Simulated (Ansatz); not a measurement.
**SnCl₃ radical: up Jacob's ladder to CCSD(T)**

One table from this session's results is given with a row withheld; the runs are named, their logs left out.

Method: functionals in def2-TZVPP, the program's frozen cores in correlated methods; program: Ansatz 0.2.0, Gaussian basis.

The runs, in order: LDA (SPW92), PBE-D4, revPBE-D4, BLYP-D4, r2SCAN-D4, B97M-V, PBE0-D4, B3LYP-D4, r2SCANh-D4, r2SCAN0-D4, HSE06-D4, BHLYP-D4, CAM-B3LYP-D4, LC-ωPBE, ωB97X-V, ωB97M-V, B2PLYP, PBE-QIDH; CCSD(T)/def2-SVP; CCSD(T)/def2-TZVPP; MP2/def2-QZVPP; extrapolation to the limit; RPA on PBE.

**The geometry**

All runs share one geometry, relaxed beforehand with PBE0-D4 in a triple-zeta def2 set. Sn takes the def2 core potential; no spin-orbit term is included.

SMILES `[Cl][Sn]([Cl])[Cl]`, 4 atoms, charge 0, spin multiplicity 2.

Atoms are counted from 1 here; the program's logs count them from 0.

Bond lengths: Cl1–Sn2 2.330 Å, Sn2–Cl3 2.330 Å, Sn2–Cl4 2.330 Å. Angles: Cl1–Sn2–Cl3 107.6°, Cl1–Sn2–Cl4 107.6°, Cl3–Sn2–Cl4 107.6°.

Coordinates:

```xyz
4
Cl3Sn
Cl    0.6762    0.5239    2.0034
Sn   -0.5893   -0.1212    0.1557
Cl    0.3942   -2.0342   -0.7411
Cl   -0.4255    1.5710   -1.4382
```

The first run:

in.yaml

```yaml
crystal:
  periodic: [false, false, false]
  atoms:
    - {symbol: Cl, position_ang: [0.676192, 0.523871, 2.003353]}
    - {symbol: Sn, position_ang: [-0.589300, -0.121156, 0.155743]}
    - {symbol: Cl, position_ang: [0.394214, -2.034164, -0.741059]}
    - {symbol: Cl, position_ang: [-0.425508, 1.571049, -1.438236]}
basis:
  gaussian: {orbitals: def2-TZVPP}
magnetization: {spin_polarized: true, initial_magnetization: 1}
hamiltonian: {xc: lda}
output: {orbitals: {seedname: orbitals}}
```

Command:

```bash
$ ansatz run in.yaml --threads 4 --pin off --events-out ev --progress --plain --max-ram 10444MiB
```

Among the steps run: LDA; PBE-D4 (GGA); revPBE-D4 (GGA); BLYP-D4 (GGA); r2SCAN-D4 (meta-GGA); B97M-V (meta-GGA); B3LYP-D4 (hybrid); r2SCANh-D4 (hybrid); r2SCAN0-D4 (hybrid); HSE06-D4 (hybrid); BHLYP-D4 (hybrid); CAM-B3LYP-D4 (range-separated); LC-ωPBE (range-separated); ωB97X-V (range-separated); ωB97M-V (range-separated); B2PLYP (double hybrid); PBE-QIDH (double hybrid).

One table of the session follows, with a row left open; its other results are not shown here.

It belongs to the step «Frontier levels by functional». 

```
  functional  HOMO (eV)  LUMO (eV)  gap (eV)
 LDA (SPW92)      -6.72      -6.16      0.55
      PBE-D4      -6.59      -5.82      0.77
   revPBE-D4      -6.54      -5.70      0.85
     BLYP-D4          ?          ?         ?
   r2SCAN-D4      -7.00      -5.66      1.34
      B97M-V      -6.80      -5.89      0.91
     PBE0-D4      -7.73      -5.07      2.66
    B3LYP-D4      -7.48      -5.39      2.08
  r2SCANh-D4      -7.41      -5.37      2.05
  r2SCAN0-D4      -8.03      -4.92      3.11
    HSE06-D4      -7.34      -5.43      1.91
    BHLYP-D4      -8.69      -4.30      4.39
CAM-B3LYP-D4      -8.93      -4.21      4.71
     LC-ωPBE     -10.25      -2.92      7.33
     ωB97X-V      -9.81      -3.24      6.57
     ωB97M-V      -9.70      -3.30      6.40
```

**Question.** Estimate the row for BLYP-D4.

Worked estimate for «HOMO (eV)». Against the share of exact exchange, B3LYP-D4 (0.2, -7.48), BHLYP-D4 (0.5, -8.69) give a slope of -4.03 per unit share; at 0 the line stands at -6.67.

The run gave: HOMO (eV): -6.41; LUMO (eV): -5.78; gap (eV): 0.63. In «HOMO (eV)» the line misses by -0.26.
